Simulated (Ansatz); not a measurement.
**SVWN5/STO-3G run of NOF (nitrosyl fluoride)**

What is the electronic atomisation energy of NOF (nitrosyl fluoride) at SVWN5/STO-3G? 

The results are computed with Ansatz 0.2.0.

63 further runs of the same task are left out: 16 that didn't finish, 47 set aside as unsound or not needed.

### Step 1. The molecule

NOF has 3 atoms, charge 0, and is taken as a singlet. As SMILES, `O=NF`. The coordinates come from a PBE0-D4/def2-TZVP relaxation.

Bond lengths: O1–N2 1.127 Å, N2–F3 1.483 Å. Angles: O1–N2–F3 110.4°.

### Step 2. A single-point energy at SVWN5/STO-3G

The input, in.yaml:

```yaml
crystal:
  periodic: [false, false, false]
  atoms:
    - {symbol: O, position_ang: [0.868350, 0.242970, 0.504740]}
    - {symbol: N, position_ang: [0.148930, -0.482540, 0.029910]}
    - {symbol: F, position_ang: [-1.017290, 0.239580, -0.534650]}
basis:
  gaussian:
    orbitals: STO-3G
hamiltonian:
  xc: {name: SVWN5}
accuracy: high
```

Command:

```bash
$ ansatz run in.yaml --threads 1 --pin off --max-ram 3480MiB --events-out events.jsonl --progress --plain --runs-dir runs
```

Standard output:

```text
Warning: RAYON_NUM_THREADS=1 ignored (pool sized by the plan → 1); use --threads N
Functional definition: SVWN5
  name "SVWN5"
  exchange = slater_x
  correlation = vwn5_c
251 factors; integrals over basis functions are off by at most 3.5e-8 eV
mean field evaluation 1: about -6118.4312 eV, gradient 1.4e1 eV
mean field evaluation 2: about -6101.1709 eV, gradient 8.5e1 eV
mean field evaluation 4: about -6119.0419 eV, gradient 6.9e0 eV
mean field evaluation 8: about -6119.1300 eV, gradient 1.4e-1 eV
mean field evaluation 16: about -6119.1300 eV, gradient 1.2e-6 eV
mean field -6119.13001405 eV, -224.8738803210 hartree, gradient 8.1e-8 eV, S^2 0.000000; 0 other end points of the search recorded, 0 dependent functions left out
reference -6119.13001472 eV, -224.8738803458 hartree; 12, 12 occupied and 3, 3 virtual orbitals, 251 factors
Total energy: -6119.13001472 eV, -224.8738803458 hartree
```

Run time: 0.3 s. Hardware: 1 thread of Intel Xeon Platinum 8488C (Sapphire Rapids), shared host.

### Step 3. The F atom, same level

The input, run.yaml:

```yaml
crystal:
  periodic: [false, false, false]
  atoms:
    - symbol: F
      position_ang: [0.000000, 0.000000, 0.000000]
basis:
  gaussian: {orbitals: STO-3G}
magnetization: {spin_polarized: true, initial_magnetization: 1}
hamiltonian: {xc: {name: SVWN5}}
accuracy: high
```

Run the same way, it converges to -97.58875 Eh (log not shown).

### Step 4. The N atom

The input, molecule.yaml:

```yaml
crystal:
  periodic: [false, false, false]
  atoms:
    - {symbol: N, position_ang: [0.000000, 0.000000, 0.000000]}
basis:
  gaussian: {orbitals: STO-3G}
magnetization: {spin_polarized: true, initial_magnetization: 3}
hamiltonian: {xc: {name: SVWN5}}
accuracy: high
```

Command:

```bash
$ ansatz run molecule.yaml --threads 1 --pin off --max-ram 3480MiB --events-out events.jsonl --progress --plain --runs-dir runs
```

Standard output:

```text
Warning: RAYON_NUM_THREADS=1 ignored (pool sized by the plan → 1); use --threads N
[... 4 set-up lines as earlier in the session ...]
15 factors; integrals over basis functions are off by at most 1.1e-9 eV
mean field evaluation 1: about -1453.2800 eV, gradient 1.3e-10 eV
mean field evaluation 2: about -1453.2800 eV, gradient 1.3e-9 eV
mean field -1453.28004339 eV, -53.4070565259 hartree, gradient 0.0e0 eV, S^2 3.750000; 0 other end points of the search recorded, 0 dependent functions left out
reference -1453.28004411 eV, -53.4070565524 hartree; 5, 2 occupied and 0, 3 virtual orbitals, 15 factors
Total energy: -1453.28004411 eV, -53.4070565524 hartree
```

Run time: 0.12 s. Hardware: 1 thread of Intel Xeon Platinum 8488C (Sapphire Rapids), shared host.

### Step 5. The O atom, same level

The input, input.yaml:

```yaml
crystal:
  periodic: [false, false, false]
  atoms:
    - {symbol: O, position_ang: [0.000000, 0.000000, 0.000000]}
basis:
  gaussian: {orbitals: STO-3G}
magnetization: {spin_polarized: true, initial_magnetization: 2}
hamiltonian: {xc: {name: SVWN5}}
accuracy: high
```

Run the same way, it converges to -73.45137 Eh (log not shown).

### Step 6. Outcome

At SVWN5/STO-3G:

| quantity | value |
| --- | --- |
| molecule: total energy | -224.87388 Eh |
| F atom: total energy | -97.58875 Eh |
| F atom: ⟨S²⟩ | 0.750 |
| N atom: total energy | -53.40706 Eh |
| N atom: ⟨S²⟩ | 3.750 |
| O atom: total energy | -73.45137 Eh |
| O atom: ⟨S²⟩ | 2.000 |
| electronic atomisation energy | 11.611 eV |

**Reading.** Taking the molecule apart into free atoms costs 11.61 eV (1120 kJ/mol), before zero-point energy and without spin-orbit coupling. In a minimal basis such a difference can be off by several eV, whatever the method.
